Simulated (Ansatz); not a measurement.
# Cl4H4OSiTi: the cost of one run

Program: Ansatz 0.2.0. Level of theory: RHF/def2-SVP. These are calculated values, not measurements.

## 1. The structure to begin with

Bond lengths: Ti1–O2 2.270 Å, O2–Si3 1.680 Å, Si3–H4 1.460 Å, Si3–H5 1.460 Å, Si3–H6 1.460 Å, Ti1–Cl7 2.370 Å, Ti1–Cl8 2.368 Å, Ti1–Cl9 2.368 Å, Ti1–Cl10 2.670 Å. Angles (14 of 17 angles, heavy atoms first): Ti1–O2–Si3 125.0°, O2–Ti1–Cl7 109.4°, O2–Ti1–Cl8 109.5°, O2–Ti1–Cl9 109.5°, O2–Ti1–Cl10 71.6°, Cl7–Ti1–Cl8 109.5°, Cl7–Ti1–Cl9 109.5°, Cl7–Ti1–Cl10 67.2°, Cl8–Ti1–Cl9 109.5°, Cl8–Ti1–Cl10 176.6°, Cl9–Ti1–Cl10 72.8°, O2–Si3–H4 109.5°, O2–Si3–H5 109.5°, O2–Si3–H6 109.5°.

Coordinates:

```xyz
11

Ti    0.0000    0.0000    0.0000
O     0.0000    0.0000    2.2700
Si   -1.3147   -0.4067    3.2336
H    -2.2390   -1.2403    2.4704
H    -0.8506   -1.1432    4.4057
H    -1.9987    0.8095    3.6633
Cl    2.2349    0.0000   -0.7892
Cl   -1.1163    1.9339   -0.7892
Cl   -1.1163   -1.9339   -0.7892
Cl    1.3935   -2.1162    0.8419
H     0.7257   -1.1020    2.0419
```

## 2. A restrained relaxation towards end A

Springs on the bonds that form and break draw the guess towards this end; the thresholds are loose.

File input.yaml:

```yaml
crystal:
  periodic: [false, false, false]
  atoms:
    - { symbol: Ti, position_ang: [0.0, 0.0, 0.0] }
    - { symbol: O, position_ang: [0.0, 0.0, 2.27] }
    - { symbol: Si, position_ang: [-1.3147, -0.4067, 3.2336] }
    - { symbol: H, position_ang: [-2.239, -1.2403, 2.4704] }
    - { symbol: H, position_ang: [-0.8506, -1.1432, 4.4057] }
    - { symbol: H, position_ang: [-1.9987, 0.8095, 3.6633] }
    - { symbol: Cl, position_ang: [2.2349, 0.0, -0.7892] }
    - { symbol: Cl, position_ang: [-1.1163, 1.9339, -0.7892] }
    - { symbol: Cl, position_ang: [-1.1163, -1.9339, -0.7892] }
    - { symbol: Cl, position_ang: [1.3935, -2.1162, 0.8419] }
    - { symbol: H, position_ang: [0.7257, -1.102, 2.0419] }
basis:
  gaussian: { orbitals: def2-SVP }
hamiltonian:
  xc: hf
relax:
  f_tol: 0.15
  max_steps: 25
  restrain:
    - { distance: [0, 9], at: 3.57, k: 30.0 }
    - { distance: [10, 1], at: 2.21, k: 30.0 }
    - { distance: [0, 1], at: 1.92, k: 30.0 }
    - { distance: [10, 9], at: 1.37, k: 30.0 }
output:
  orbitals: {}
```

Launch:

```bash
$ ansatz run input.yaml --threads 4 --pin off --max-ram 5120MiB --backend cpu --events-out ev --progress --plain --runs-dir out
```

Q: Estimate wall time and peak memory on 4 threads of Arm Neoverse V1, shared host.

About 42 s, with a peak of 0.58 GiB.
